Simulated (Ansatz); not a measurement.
The system is HfIn4SiO6.

```xyz
12
Lattice="3.2302 -5.5777 -0.0247 3.2302 5.5777 -0.0247 -1.4907 0.0000 6.3203" Properties=species:S:1:pos:R:3 pbc="T T T"
Hf    0.6440    0.0000    0.0526
In    4.1040   -1.7301    0.0202
In    4.1040    1.7301    0.0202
In    1.7482   -1.8121    3.0400
In    1.7482    1.8121    3.0400
Si    4.8557    0.0000    2.7718
O     4.0293   -1.3765    2.3731
O     4.0293    1.3765    2.3731
O    -0.2525    0.0000    1.8631
O     5.2892    0.0000    4.3477
O     1.7422   -1.5806    0.4557
O     1.7422    1.5806    0.4557
```

The cell was built by a generator and needn't be a form met in nature.

Base run:

| Property | Result |
| --- | --- |
| Program | Ansatz 0.2.0 |
| Functional | RPBE |
| Potentials or basis | Ansatz PAW |
| Cutoff | 420 eV (not typed: the program's choice for these potentials) |
| k mesh | 5 × 5 × 4 |
| Occupations | fermi-dirac, width 0.05 eV |
| Spin | no spin polarisation |

Its results: band gap on the k mesh 0.69 eV, indirect (least direct gap 0.94 eV); pressure 2.5 GPa; largest force 0.134 eV/Å.

The run is repeated on the same cell with these changes: functional from RPBE to PBE; potentials or basis from Ansatz PAW to PseudoDojo standard (PBE files); cutoff from 420 eV (not typed: the program's choice for these potentials) to 1143 eV; valence electrons from 118 to 104. What comes out?

Band gap on the k mesh 0.64 eV, indirect (least direct gap 0.89 eV); pressure -0.4 GPa; largest force 0.155 eV/Å.

Caveats: spin-orbit coupling is left out, which moves the levels of the heavy elements; the k mesh misses the band edges, so the gap on the mesh is wider than the one along the path (some runs); the PAW data sets come from PBE, with cores solved anew for the run's functional, which leaves a small shift of forces and pressure (some runs); odd divisions of the mesh miss points on the zone boundary, where band edges often lie, so the gap on the mesh can be too wide (some runs).
